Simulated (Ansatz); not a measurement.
LaFeGe:

```
La Ge Fe
1.0
     4.23181    0.00000    0.00000
    -2.11590    3.66485    0.00000
     0.00000    0.00000    4.28578
La Ge Fe
1 1 1
Direct
  0.00000 0.00000 0.00000
  0.66667 0.33333 0.50000
  0.33333 0.66667 0.50000
```

The cell comes from a database or a generator and needn't be the stable form of this composition.

| Item | Value |
| --- | --- |
| Program | Ansatz 0.2.0 |
| Task | single point |
| Functional | PBE |
| Potentials or basis | Ansatz PAW |
| Cutoff | 420 eV (not typed: the program's choice for these potentials) |
| k mesh | 7 × 7 × 6 |
| Occupations | fermi-dirac, width 0.05 eV |
| Spin | collinear spin, ferromagnetic start |
| Starting moments | [0.0, 0.0, 3.0] μB |

On this cell: pressure -0.3 GPa; largest force under 0.003 eV/Å; net moment 2.12 μB per cell; site moments La -0.06; Ge -0.00; Fe +2.14 μB; band gap on the k mesh none (metal or under the smearing width).

The same run follows on a disturbed copy (atoms moved at random, drawn with an rms of 0.05 Å):

```
CELL_PARAMETERS angstrom
4.23181 0.00000 0.00000
-2.11590 3.66485 0.00000
0.00000 0.00000 4.28578
ATOMIC_POSITIONS crystal
La 0.98526 0.98646 0.99648
Ge 0.65573 0.33735 0.51197
Fe 0.33880 0.66109 0.49148
```

Problem. What does the disturbed cell give?

Solution. The energy (extrapolated to zero smearing) moves by +14.5 meV/atom; pressure 0.1 GPa; largest force 0.764 eV/Å; net moment 2.14 μB per cell; site moments La -0.05; Ge -0.00; Fe +2.12 μB; band gap on the k mesh none (metal or under the smearing width).

Forces in eV/Å, atoms in the order of the input:
```
La  -0.003  0.162  0.092
Ge   0.606 -0.397 -0.242
Fe  -0.603  0.235  0.151
```

Stress tensor (GPa, compression positive):
```
 0.38 -1.19  0.07
-1.19  0.00  0.07
 0.07  0.07 -0.22
```
